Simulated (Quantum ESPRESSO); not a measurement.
# Bi2Te3 (Tellurobismuthite) (R-3m) in Quantum ESPRESSO: a series of runs

One crystal, Bi2Te3 (Tellurobismuthite), is run at these levels: PBE; tasks: single point, equation of state.

All numbers are computed with Quantum ESPRESSO 7.5; they aren't measurements. Logs are shortened: lines on timing, memory, paths and dates and some standing lists are left out, and cuts for length are marked.

### Step 1. The crystal as given

Symmetry: R-3m, No. 166, trigonal system. The conventional cell has a = 4.386 Å, b = 4.386 Å, c = 30.497 Å, α = 90.00°, β = 90.00°, γ = 120.00°. Around Bi (site symmetry 3m) lie 6 Te at 3.07 to 3.25 Å. Around Te (site symmetry 3m) lie 3 Bi at 3.07 Å. Around Te (site symmetry -3m) lie 6 Bi at 3.25 Å.

### Step 2. Single point, PBE, 31.84 Å³/atom

File pw.in:

```
&CONTROL
  calculation = 'scf'
  prefix = 'pwscf'
  outdir = './tmp'
  pseudo_dir = './pseudo'
  tprnfor = .true.
  tstress = .true.
  disk_io = 'nowf'
/
&SYSTEM
  ibrav = 0
  nat = 5
  ntyp = 2
  ecutwfc = 45
  ecutrho = 360
  nbnd = 33
  occupations = 'smearing'
  smearing = 'fd'
  degauss = 0.00367493
/
&ELECTRONS
  conv_thr = 1d-09
  electron_maxstep = 120
  mixing_beta = 0.5
/
ATOMIC_SPECIES
Bi   208.9804 bi_pbe_v1.uspp.F.UPF
Te   127.6000 te_pbe_v1.uspp.F.UPF
CELL_PARAMETERS angstrom
   2.1482323364    1.2402825177    9.9581458525
  -2.1482323364    1.2402825177    9.9581458525
   0.0000000000   -2.4805650355    9.9581458525
ATOMIC_POSITIONS crystal
Bi     0.6000000000    0.6000000000    0.6000000000
Bi     0.4000000000    0.4000000000    0.4000000000
Te     0.7905000000    0.7905000000    0.7905000000
Te     0.2095000000    0.2095000000    0.2095000000
Te     0.0000000000    0.0000000000    0.0000000000
K_POINTS automatic
7 7 7 0 0 0
```

Potentials or basis: GBRV 1.5 PBE.

Run with:

```sh
$ OMP_NUM_THREADS=1 mpirun -n 2 pw.x -nk 2 -in pw.in > pw.out
```

pw.out:

```text
This program is part of the open-source Quantum ESPRESSO suite
     for quantum simulation of materials; please cite
         "P. Giannozzi et al., J. Phys.:Condens. Matter 21 395502 (2009);
         "P. Giannozzi et al., J. Phys.:Condens. Matter 29 465901 (2017);
         "P. Giannozzi et al., J. Chem. Phys. 152 154105 (2020);
     in publications or presentations arising from this work. More details at

     Message from routine setup:
     using ibrav=0 with symmetry is DISCOURAGED, use correct ibrav instead

     K-points division:     npool     =       2
     Subspace diagonalization in iterative solution of the eigenvalue problem:
     a serial algorithm will be used

     G-vector sticks info
     --------------------
     sticks:   dense  smooth     PW     G-vecs:    dense   smooth      PW
     Sum        4419    2209    681               124067    43821    7581

     Using Slab Decomposition

     bravais-lattice index     =            0
     lattice parameter (alat)  =      19.3932  a.u.
     unit-cell volume          =    1074.3065 (a.u.)^3
     number of atoms/cell      =            5
     number of atomic types    =            2
     number of electrons       =        48.00
     number of Kohn-Sham states=           33
     kinetic-energy cutoff     =      45.0000  Ry
     charge density cutoff     =     360.0000  Ry
     scf convergence threshold =      1.0E-09
     mixing beta               =       0.5000
     number of iterations used =            8  plain     mixing
     Exchange-correlation= SLA  PW   PBE  PBE
                           (   1   4   3   4   0   0   0)

     celldm(1)=  19.393219  celldm(2)=   0.000000  celldm(3)=   0.000000
     celldm(4)=   0.000000  celldm(5)=   0.000000  celldm(6)=   0.000000

     crystal axes: (cart. coord. in units of alat)
               a(1) = (   0.209329   0.120856   0.970348 )
               a(2) = (  -0.209329   0.120856   0.970348 )
               a(3) = (   0.000000  -0.241713   0.970348 )

     reciprocal axes: (cart. coord. in units 2 pi/alat)
               b(1) = (  2.388580  1.379047  0.343519 )
               b(2) = ( -2.388580  1.379047  0.343519 )
               b(3) = (  0.000000 -2.758095  0.343519 )

     PseudoPot. # 1 for Bi read from file:
     bi_pbe_v1.uspp.F.UPF
     Pseudo is Ultrasoft + core correction, Zval = 15.0
     Generated by new atomic code, or converted to UPF format
     Using radial grid of  899 points,  6 beta functions with:
                l(1) =   0
                l(2) =   0
                l(3) =   1
                l(4) =   1
                l(5) =   2
                l(6) =   2
     Q(r) pseudized with  6 coefficients,  rinner =    1.000   1.000   1.000
                                                       1.000   1.000

     PseudoPot. # 2 for Te read from file:
     te_pbe_v1.uspp.F.UPF
     Pseudo is Ultrasoft + core correction, Zval =  6.0
     Generated by new atomic code, or converted to UPF format
     Using radial grid of  891 points,  5 beta functions with:
                l(1) =   0
                l(2) =   0
                l(3) =   1
                l(4) =   1
                l(5) =   2
     Q(r) pseudized with  6 coefficients,  rinner =    1.800   1.800   1.800
                                                       1.800   1.800

     atomic species   valence    mass     pseudopotential
     Bi               15.00   208.98040     Bi( 1.00)
     Te                6.00   127.60000     Te( 1.00)

     12 Sym. Ops., with inversion, found

   Cartesian axes

     site n.     atom                  positions (alat units)
         1        Bi     tau(   1) = (   0.0000000  -0.0000000   1.7466261  )
         2        Bi     tau(   2) = (   0.0000000  -0.0000000   1.1644174  )
         3        Te     tau(   3) = (  -0.0000000  -0.0000000   2.3011799  )
         4        Te     tau(   4) = (  -0.0000000  -0.0000000   0.6098636  )
         5        Te     tau(   5) = (   0.0000000   0.0000000   0.0000000  )

     number of k points=    44  Fermi-Dirac smearing, width (Ry)=  0.0037
                       cart. coord. in units 2pi/alat
        k(    1) = (   0.0000000   0.0000000   0.0000000), wk =   0.0058309
        k(    2) = (   0.0000000  -0.3940135   0.0490742), wk =   0.0349854
        k(    3) = (   0.0000000  -0.7880270   0.0981484), wk =   0.0349854
        k(    4) = (   0.0000000  -1.1820405   0.1472226), wk =   0.0349854
        k(    5) = (  -0.3412257  -0.1970068   0.0981484), wk =   0.0349854
        k(    6) = (  -0.3412257  -0.5910203   0.1472226), wk =   0.0699708
[... 36 lines left out ...]
        k(   43) = (   0.0000000  -0.0000000   0.4416678), wk =   0.0116618
        k(   44) = (   0.0000000   2.3640811   0.1472226), wk =   0.0349854

     Dense  grid:   124067 G-vectors     FFT dimensions: ( 120, 120, 120)

     Smooth grid:    43821 G-vectors     FFT dimensions: (  90,  90,  90)

     Initial potential from superposition of free atoms

     starting charge      45.9993, renormalised to      48.0000

     negative rho (up, down):  8.592E-02 0.000E+00
     Starting wfcs are   30 randomized atomic wfcs +    3 random wfcs

     Self-consistent Calculation

     iteration #  1     ecut=    45.00 Ry     beta= 0.50
     Davidson diagonalization with overlap
     ethr =  1.00E-02,  avg # of iterations =  6.6

     negative rho (up, down):  8.119E-02 0.000E+00
[... 85 lines left out ...]
     iteration # 11     ecut=    45.00 Ry     beta= 0.50
     Davidson diagonalization with overlap
     ethr =  2.54E-11,  avg # of iterations =  2.8

     negative rho (up, down):  8.360E-02 0.000E+00

     End of self-consistent calculation

          k = 0.0000 0.0000 0.0000 (  5471 PWs)   bands (ev):

   -14.6848 -14.6848 -14.6831 -14.6831 -14.6719 -14.6700 -14.6672 -14.6672
   -14.6648 -14.6648  -5.2212  -4.4218  -3.1538  -0.3408   0.1692   6.1689
     6.4383   6.7145   6.7145   6.7520   6.7520   7.6332   7.6332   8.6861
     8.9205   9.1764   9.1764  10.5979  10.8345  10.8345  13.3128  13.9608
    14.4519
[... 43 lines left out ...]
   -14.6944 -14.6913 -14.6801 -14.6774 -14.6717 -14.6692 -14.6642 -14.6624
   -14.6592 -14.6573  -3.9022  -3.4522  -2.3206  -1.6949  -1.0569   3.5949
     4.1644   4.5856   4.7754   5.7709   6.3896   6.9795   7.0925   7.3315
    10.1966  10.5283  10.5739  11.3509  12.0299  12.3763  13.1550  13.4807
    13.9705

          k =-0.3412 1.3790-0.0981 (  5465 PWs)   bands (ev):

   -14.6967 -14.6929 -14.6807 -14.6768 -14.6726 -14.6699 -14.6599 -14.6595
   -14.6582 -14.6573  -3.0937  -3.0814  -2.6850  -1.8783  -1.6252   3.0139
     4.2194   4.2534   5.0941   5.9359   6.0856   6.1828   6.6418   7.1435
    10.3844  10.7299  11.2930  11.6420  11.8771  12.2948  12.4892  13.1590
    15.9705

          k =-0.3412 0.9850-0.0491 (  5475 PWs)   bands (ev):

   -14.6944 -14.6913 -14.6801 -14.6774 -14.6717 -14.6693 -14.6642 -14.6624
   -14.6593 -14.6573  -3.9358  -3.3686  -2.4424  -1.5968  -1.0829   3.4315
     4.2989   4.8197   5.0544   5.3787   6.0741   6.6968   7.4523   7.4775
    10.0357  10.3344  10.8921  11.5312  12.1359  12.4579  12.6427  13.9738
    14.0611
[... 19 lines left out ...]
   -14.6944 -14.6914 -14.6802 -14.6774 -14.6717 -14.6693 -14.6641 -14.6624
   -14.6592 -14.6574  -3.9080  -3.4208  -2.4551  -1.4019  -1.2382   3.3684
     4.4301   4.7701   5.1514   5.4039   5.6716   6.5429   7.8486   8.0841
     9.5464   9.7750  10.9361  11.6992  12.2398  12.5180  12.6884  14.0005
    14.8304

          k =-0.6825 1.5761-0.0491 (  5461 PWs)   bands (ev):

   -14.6915 -14.6901 -14.6846 -14.6798 -14.6672 -14.6671 -14.6636 -14.6627
   -14.6596 -14.6577  -3.0896  -2.8612  -2.2789  -2.1232  -1.9723   3.5610
     3.6862   4.1774   4.7266   4.8487   5.6294   7.0730   7.3713   7.4525
    10.1197  10.3081  10.5757  12.2929  12.8792  13.0612  13.4717  13.9870
    14.1293
[... 43 lines left out ...]
   -14.6933 -14.6902 -14.6789 -14.6767 -14.6724 -14.6695 -14.6643 -14.6632
   -14.6619 -14.6615  -4.4144  -3.9209  -2.4546  -1.3670  -0.3809   4.1351
     4.3712   5.1594   5.5949   5.8300   5.8943   7.6998   7.8107   8.2819
     9.2697   9.7150   9.8531  11.3800  11.8037  12.1546  13.0779  13.6886
    14.4777

          k = 0.0000 1.5761-0.0491 (  5471 PWs)   bands (ev):

   -14.6986 -14.6946 -14.6782 -14.6750 -14.6745 -14.6715 -14.6600 -14.6585
   -14.6575 -14.6575  -3.5417  -3.3572  -2.5200  -1.7174  -1.2974   3.1480
     4.3881   4.9899   5.1783   5.2447   5.5419   6.8206   7.5456   8.0022
     9.3028   9.6722  10.3956  11.3145  11.7609  12.3879  13.2647  13.5118
    16.3964
[... 83 lines left out ...]
   -14.6916 -14.6901 -14.6846 -14.6799 -14.6672 -14.6671 -14.6636 -14.6627
   -14.6596 -14.6576  -3.1181  -2.8143  -2.3114  -2.0823  -1.9984   3.4417
     3.5368   4.3482   4.9040   5.2903   5.4907   6.5608   6.8744   7.8122
    10.0203  10.8090  10.9951  12.3560  12.5498  12.6603  13.5056  13.8939
    14.3109

          k = 1.3649 0.7880-0.2454 (  5483 PWs)   bands (ev):

   -14.6986 -14.6947 -14.6783 -14.6750 -14.6745 -14.6715 -14.6599 -14.6586
   -14.6576 -14.6575  -3.5736  -3.2807  -2.6123  -1.7042  -1.2475   3.3920
     3.8879   4.5658   5.0008   5.9691   6.0970   7.0265   7.0731   7.6061
     9.4262  10.0274  10.4408  11.2109  11.7005  11.8441  13.6191  13.9316
    15.4701

          k = 1.3649 0.3940-0.1963 (  5477 PWs)   bands (ev):

   -14.6966 -14.6930 -14.6807 -14.6768 -14.6726 -14.6699 -14.6599 -14.6596
   -14.6582 -14.6574  -3.1043  -3.0935  -2.5725  -2.1103  -1.4841   3.3072
     4.1426   4.3989   4.5778   5.1681   5.4883   7.2293   7.5996   7.8888
     9.5730   9.8093  10.1236  11.6409  12.2855  12.5241  13.6736  14.1604
    15.4190

          k = 1.0237 0.5910-0.1472 (  5481 PWs)   bands (ev):

   -14.6986 -14.6947 -14.6783 -14.6750 -14.6745 -14.6715 -14.6600 -14.6585
   -14.6576 -14.6575  -3.6289  -3.2062  -2.5272  -1.9552  -1.0883   3.0264
     4.4112   4.7932   5.0176   5.9094   6.0570   6.5628   7.0930   7.1745
     9.9161  10.3832  10.6460  11.1787  11.7149  11.8842  13.0433  14.0125
    14.9804
[... 51 lines left out ...]
   -14.6944 -14.6914 -14.6802 -14.6774 -14.6717 -14.6693 -14.6641 -14.6624
   -14.6592 -14.6574  -3.8149  -3.5934  -2.2570  -1.6284  -1.1310   3.6922
     4.0773   4.3906   4.8535   5.7541   6.1712   6.9562   7.5340   7.7894
     9.5992  10.0735  10.6171  11.6133  11.9959  12.4203  13.2991  13.4126
    14.2137

          k = 1.7061 0.9850-0.1963 (  5487 PWs)   bands (ev):

   -14.6933 -14.6902 -14.6789 -14.6767 -14.6724 -14.6694 -14.6642 -14.6632
   -14.6619 -14.6615  -4.3322  -4.0602  -2.3288  -1.3823  -0.4578   3.7431
     4.8720   5.4353   5.5164   5.8647   6.1206   7.1351   7.4369   7.8343
     9.8138   9.9259  10.4541  11.3176  11.7853  12.2885  12.6421  13.3887
    14.8570
[... 11 lines left out ...]
   -14.6872 -14.6851 -14.6824 -14.6807 -14.6704 -14.6689 -14.6676 -14.6666
   -14.6658 -14.6642  -4.8740  -4.5855  -2.4987  -1.3359   0.5425   5.0599
     5.6020   6.2208   6.2225   6.4238   6.6551   7.4237   7.7499   8.4205
     9.2511   9.5183  10.2799  10.9255  11.0481  11.4288  13.0545  13.6542
    13.9893

     the Fermi energy is     8.8033 ev

!    total energy              =    -450.11260265 Ry
     estimated scf accuracy    <          4.1E-10 Ry
     smearing contrib. (-TS)   =      -0.00001720 Ry
     internal energy E=F+TS    =    -450.11258544 Ry

     The total energy is F=E-TS. E is the sum of the following terms:
     one-electron contribution =    -136.71263418 Ry
     hartree contribution      =      94.80344214 Ry
     xc contribution           =    -172.73919312 Ry
     ewald contribution        =    -235.46420029 Ry

     convergence has been achieved in  11 iterations

     negative rho (up, down):  8.360E-02 0.000E+00

     Forces acting on atoms (cartesian axes, Ry/au):

     atom    1 type  1   force =    -0.00000000   -0.00000000    0.00582108
     atom    2 type  1   force =     0.00000000   -0.00000000   -0.00582108
     atom    3 type  2   force =     0.00000000    0.00000000    0.01581812
     atom    4 type  2   force =     0.00000000    0.00000000   -0.01581812
     atom    5 type  2   force =    -0.00000000    0.00000000    0.00000000

     Total force =     0.023837     Total SCF correction =     0.000031

     Computing stress (Cartesian axis) and pressure

     negative rho (up, down):  8.360E-02 0.000E+00
          total   stress  (Ry/bohr**3)                   (kbar)     P=       56.51
   0.00038463  -0.00000000  -0.00000000           56.58       -0.00       -0.00
  -0.00000000   0.00038463   0.00000000           -0.00       56.58        0.00
   0.00000000   0.00000000   0.00038326            0.00        0.00       56.38

=------------------------------------------------------------------------------=
   JOB DONE.
=------------------------------------------------------------------------------=
```

Wall time 5.6 min (2 MPI ranks of Arm Neoverse V2, shared host); peak memory 0.96 GiB.

What came out:

```yaml
Free_energy: -6124.0939 eV
Pressure: 5.7 GPa
Largest_force: 0.407 eV/Å
Band_gap_on_the_k_mesh: 0.23 eV, direct
```

Caveat: spin-orbit coupling is left out, which as a rule narrows the gap of such compounds by several tenths of an eV; an odd mesh through Γ misses points on the zone boundary, where band edges often lie.

### Step 3. Single point, PBE, 32.52 Å³/atom

pw.in, as its differences from that of step 2:

```diff
@@ -29,5 +29,5 @@
 CELL_PARAMETERS angstrom
-   2.1482323364    1.2402825177    9.9581458525
-  -2.1482323364    1.2402825177    9.9581458525
-   0.0000000000   -2.4805650355    9.9581458525
+   2.1633612316    1.2490171894   10.0282759508
+  -2.1633612316    1.2490171894   10.0282759508
+   0.0000000000   -2.4980343789   10.0282759508
 ATOMIC_POSITIONS crystal
```

Potentials or basis: GBRV 1.5 PBE.

Run with:

```sh
$ OMP_NUM_THREADS=1 mpirun -n 2 pw.x -nk 2 -in pw.in > pw.out
```

Run time: 5.7 min. Hardware: 2 MPI ranks of Arm Neoverse V2, shared host; peak memory 0.96 GiB.

The run converged. Its results:

```yaml
Free_energy: -6124.1995 eV
Pressure: 4.2 GPa
Largest_force: 0.254 eV/Å
Band_gap_on_the_k_mesh: 0.25 eV, direct
```

Caveat: spin-orbit coupling is left out, which as a rule narrows the gap of such compounds by several tenths of an eV; an odd mesh through Γ misses points on the zone boundary, where band edges often lie.

### Step 4. Single point, PBE, 33.19 Å³/atom

pw.in, as its differences from that of step 3:

```diff
@@ -29,5 +29,5 @@
 CELL_PARAMETERS angstrom
-   2.1633612316    1.2490171894   10.0282759508
-  -2.1633612316    1.2490171894   10.0282759508
-   0.0000000000   -2.4980343789   10.0282759508
+   2.1782814357    1.2576313732   10.0974386602
+  -2.1782814357    1.2576313732   10.0974386602
+   0.0000000000   -2.5152627466   10.0974386602
 ATOMIC_POSITIONS crystal
```

Run with:

```sh
$ OMP_NUM_THREADS=1 mpirun -n 2 pw.x -nk 2 -in pw.in > pw.out
```

It took 5.8 min on 2 MPI ranks of Arm Neoverse V2, shared host; peak memory 0.98 GiB.

The run converged. Its results:

```
Free energy            : -6124.2761 eV
Pressure               : 2.9 GPa
Largest force          : 0.112 eV/Å
Band gap on the k mesh : 0.27 eV, direct
```

Caveat: spin-orbit coupling is left out, which as a rule narrows the gap of such compounds by several tenths of an eV; an odd mesh through Γ misses points on the zone boundary, where band edges often lie.

### Step 5. Single point, PBE, 33.87 Å³/atom

pw.in, as its differences from that of step 4:

```diff
@@ -29,5 +29,5 @@
 CELL_PARAMETERS angstrom
-   2.1782814357    1.2576313732   10.0974386602
-  -2.1782814357    1.2576313732   10.0974386602
-   0.0000000000   -2.5152627466   10.0974386602
+   2.1930000000    1.2661291403   10.1656666667
+  -2.1930000000    1.2661291403   10.1656666667
+   0.0000000000   -2.5322582807   10.1656666667
 ATOMIC_POSITIONS crystal
```

Run with:

```sh
$ OMP_NUM_THREADS=1 mpirun -n 2 pw.x -nk 2 -in pw.in > pw.out
```

Wall time 5.9 min (2 MPI ranks of Arm Neoverse V2, shared host); peak memory 0.98 GiB.

Results (log left out):

```
Free energy            : -6124.3265 eV
Pressure               : 1.7 GPa
Largest force          : 0.022 eV/Å
Band gap on the k mesh : 0.28 eV, direct
```

Caveat: spin-orbit coupling is left out, which as a rule narrows the gap of such compounds by several tenths of an eV; an odd mesh through Γ misses points on the zone boundary, where band edges often lie.

### Step 6. Single point, PBE, 34.55 Å³/atom

pw.in, as its differences from that of step 5:

```diff
@@ -29,5 +29,5 @@
 CELL_PARAMETERS angstrom
-   2.1930000000    1.2661291403   10.1656666667
-  -2.1930000000    1.2661291403   10.1656666667
-   0.0000000000   -2.5322582807   10.1656666667
+   2.2075236021    1.2745143459   10.2329909245
+  -2.2075236021    1.2745143459   10.2329909245
+   0.0000000000   -2.5490286918   10.2329909245
 ATOMIC_POSITIONS crystal
```

Potentials or basis: GBRV 1.5 PBE.

Run with:

```sh
$ OMP_NUM_THREADS=1 mpirun -n 2 pw.x -nk 2 -in pw.in > pw.out
```

Run time: 5.9 min. Hardware: 2 MPI ranks of Arm Neoverse V2, shared host; peak memory 1.1 GiB.

The run converged. Its results:

```
Free energy            : -6124.3536 eV
Pressure               : 0.7 GPa
Largest force          : 0.142 eV/Å
Band gap on the k mesh : 0.29 eV, direct
```

Caveat: spin-orbit coupling is left out, which as a rule narrows the gap of such compounds by several tenths of an eV; an odd mesh through Γ misses points on the zone boundary, where band edges often lie.

### Step 7. Single point, PBE, 35.23 Å³/atom

pw.in, as its differences from that of step 6:

```diff
@@ -29,5 +29,5 @@
 CELL_PARAMETERS angstrom
-   2.2075236021    1.2745143459   10.2329909245
-  -2.2075236021    1.2745143459   10.2329909245
-   0.0000000000   -2.5490286918   10.2329909245
+   2.2218585726    1.2827906449   10.2994407795
+  -2.2218585726    1.2827906449   10.2994407795
+   0.0000000000   -2.5655812900   10.2994407795
 ATOMIC_POSITIONS crystal
```

Run with:

```sh
$ OMP_NUM_THREADS=1 mpirun -n 2 pw.x -nk 2 -in pw.in > pw.out
```

Wall time 6.1 min (2 MPI ranks of Arm Neoverse V2, shared host); peak memory 1.1 GiB.

Results (log left out):

```
Free energy            : -6124.3596 eV
Pressure               : -0.2 GPa
Largest force          : 0.256 eV/Å
Band gap on the k mesh : 0.30 eV, direct
```

Caveat: spin-orbit coupling is left out, which as a rule narrows the gap of such compounds by several tenths of an eV; an odd mesh through Γ misses points on the zone boundary, where band edges often lie.

### Step 8. Single point, PBE, 35.90 Å³/atom

pw.in, as its differences from that of step 7:

```diff
@@ -29,5 +29,5 @@
 CELL_PARAMETERS angstrom
-   2.2218585726    1.2827906449   10.2994407795
-  -2.2218585726    1.2827906449   10.2994407795
-   0.0000000000   -2.5655812900   10.2994407795
+   2.2360109196    1.2909615063   10.3650440818
+  -2.2360109196    1.2909615063   10.3650440818
+   0.0000000000   -2.5819230127   10.3650440818
 ATOMIC_POSITIONS crystal
```

Run with:

```sh
$ OMP_NUM_THREADS=1 mpirun -n 2 pw.x -nk 2 -in pw.in > pw.out
```

Wall time 6.2 min (2 MPI ranks of Arm Neoverse V2, shared host); peak memory 1.1 GiB.

The run converged. Its results:

```
Free energy            : -6124.3469 eV
Pressure               : -1.1 GPa
Largest force          : 0.361 eV/Å
Band gap on the k mesh : 0.31 eV, direct
```

Caveat: spin-orbit coupling is left out, which as a rule narrows the gap of such compounds by several tenths of an eV; an odd mesh through Γ misses points on the zone boundary, where band edges often lie.

### Step 9. Equation of state, PBE

Potentials or basis: GBRV 1.5 PBE.

This step only gathers the single runs of the series.

What came out:

| Item | Value |
| --- | --- |
| Equilibrium volume | 35.09 Å³/atom |
| Bulk modulus at fixed shape and positions | 47 GPa |
| Pressure derivative of the bulk modulus | 4.6 |

Energy against volume, from the lowest point:
| volume (Å³/atom) | energy (meV/atom) |
| --- | --- |
| 31.839 | 53.14 |
| 32.517 | 32.02 |
| 33.194 | 16.71 |
| 33.871 | 6.63 |
| 34.549 | 1.21 |
| 35.226 | 0.00 |
| 35.904 | 2.55 |

Caveat: the cell was scaled at fixed shape and fractional positions, which overstates the stiffness of a crystal with free parameters, most of all of layers and chains; spin-orbit coupling is left out, which moves the levels of the heavy elements.
